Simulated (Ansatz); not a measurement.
# GeAs5: the cost of one run

Computed with Ansatz 0.2.0 (DFT PBE, scalar-relativistic, plane waves, PAW, unless a step's input says otherwise).

**1. The structure to begin with**

Symmetry: P6/mmm, No. 191, hexagonal system. Conventional cell: a = 4.851 Å, b = 4.851 Å, c = 9.734 Å, α = 90.00°, β = 90.00°, γ = 120.00°. Ge (site symmetry 6/mmm) is surrounded by 8 As at 2.59 to 2.80 Å. As (site symmetry 6/mmm) has 2 As at 2.28 Å in its first shell of neighbours. As (site symmetry -6m2) has 3 As at 2.80 Å and 3 Ge at 2.80 Å in its first shell of neighbours. As (site symmetry 6mm) has 1 As at 2.28 Å and 1 Ge at 2.59 Å in its first shell of neighbours.

As a file:

```cif
data_structure
_symmetry_space_group_name_H-M 'P6/mmm'
_symmetry_Int_Tables_number 191
_cell_length_a 4.8514
_cell_length_b 4.8514
_cell_length_c 9.7343
_cell_angle_alpha 90.000
_cell_angle_beta 90.000
_cell_angle_gamma 120.000
_cell_volume 198.41
loop_
_atom_site_label
_atom_site_type_symbol
_atom_site_symmetry_multiplicity
_atom_site_Wyckoff_symbol
_atom_site_fract_x
_atom_site_fract_y
_atom_site_fract_z
_atom_site_occupancy
Ge1 Ge 1 a 0.00000 0.00000 0.00000 1
As1 As 1 b 0.00000 0.00000 0.50000 1
As2 As 2 c 0.33333 0.66667 0.00000 1
As3 As 2 e 0.00000 0.00000 0.73409 1
```

It is the end of an earlier relaxation with the same method, from a generated guess; it needn't be the stable form of this composition. At a tolerance of 0.05 Å it has space group P6/mmm (No. 191); it has 33.07 Å³/atom, an uncorrected energy of +0.85 eV/atom over the elements.

**2. Static run: bands, density of states and charges**

input.yaml

```yaml
crystal:
  lattice:
    - [4.8513979881, 0.0, 0.0]
    - [-2.4256989941, 4.2014339015, 0.0]
    - [0.0, 0.0, 9.7342748584]
  atoms:
    - { symbol: Ge, position: [0.0, 0.0, 0.0] }
    - { symbol: As, position: [0.0, 0.0, 0.5] }
    - { symbol: As, position: [0.3333333333, 0.6666666667, 0.0] }
    - { symbol: As, position: [0.6666666667, 0.3333333333, 0.0] }
    - { symbol: As, position: [0.0, 0.0, 0.7340867037] }
    - { symbol: As, position: [0.0, 0.0, 0.2659132963] }
basis:
  ecutwfc: 420
kpoints:
  mp_grid: { grid: [12, 12, 4] }
  band_path:
    path:
      - [[0.0, 0.0, 0.0], [0.5, 0.0, 0.0], [0.33333333, 0.33333333, 0.0], [0.0, 0.0, 0.0], [0.0, 0.0, 0.5], [0.5, 0.0, 0.5], [0.33333333, 0.33333333, 0.5], [0.0, 0.0, 0.5]]
      - [[0.5, 0.0, 0.5], [0.5, 0.0, 0.0]]
      - [[0.33333333, 0.33333333, 0.5], [0.33333333, 0.33333333, 0.0]]
    npoints: 14
hamiltonian:
  xc: pbe
scf:
  occupations: { method: gaussian, width: 0.1 }
  n_extra_bands: 15
output:
  forces: true
  stress: true
  eigenvalues: true
  populations: true
  dos: { projected: true, de: 0.02, nscf_kmesh: { grid: [15, 15, 5] } }
  bader: true
  write_density: true
  write_potential: true
  elf: true
  volumetric_format: npy
```

The run is started by

```bash
ansatz run input.yaml --threads 1 --pin off --max-ram 2560MiB --backend cpu --events-out ev --progress --plain --runs-dir out
```

What time and memory should one allow on 1 thread of Intel Xeon 6975P-C (Granite Rapids), shared host?

About 1.9 min, with a peak of 1.1 GiB.
